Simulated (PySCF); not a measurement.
# C7H12FN: the cost of one run

Programs: PySCF 2.14.0, with routines of our own; each step states its level. All values are computed. Atoms count from 0.

### Step 1. The system as given

21 atoms, charge 0, multiplicity 1; geometry from: GFN2-xTB.

### Step 2. Excited states: TDA wB97X-D/def2-SVP

The job: settings as JSON, then the geometry in Å.

```
{"job": {"kind": "states", "xc": "wB97X-D", "basis": "def2-SVP", "tda": true, "soc": true, "nstates": 8, "ntriplets": 4, "nquad": 4}, "charge": 0, "multiplicity": 1}
C      3.520350     0.101405    -0.187110
C      2.417785     1.112807    -0.186043
N      1.167513     0.943437    -0.220776
C      0.549664    -0.278344    -0.372658
C     -0.705642    -0.467767     0.049441
C     -1.475091     0.598316     0.772912
C     -2.809012     0.926702     0.102718
C     -1.405580    -1.781261    -0.141503
F     -0.548668    -2.779045    -0.539921
H      4.153337     0.261881    -1.059676
H      3.142933    -0.917055    -0.197412
H      4.137454     0.240892     0.699671
H      2.741931     2.148761    -0.123652
H      1.072750    -1.081796    -0.885176
H     -1.657747     0.279517     1.803451
H     -0.849554     1.490630     0.796953
H     -3.497837     0.086834     0.153280
H     -3.271867     1.775243     0.600483
H     -2.649698     1.186709    -0.940928
H     -2.176183    -1.710816    -0.919740
H     -1.865759    -2.120106     0.795212
```

With the program's defaults for keys left out, this is: TDA wB97X-D/def2-SVP excited states, vertical, gas phase, spin-orbit mean-field couplings.

On the command line:

```sh
$ OMP_NUM_THREADS=1 python excited_run.py task.json out
```

The driver reads the jobs from task.json and runs them one after another.

Q: Estimate the wall time and peak memory of this job on 1 thread of Arm Neoverse N1, shared host.

About 70 s, with a peak of 0.89 GiB.
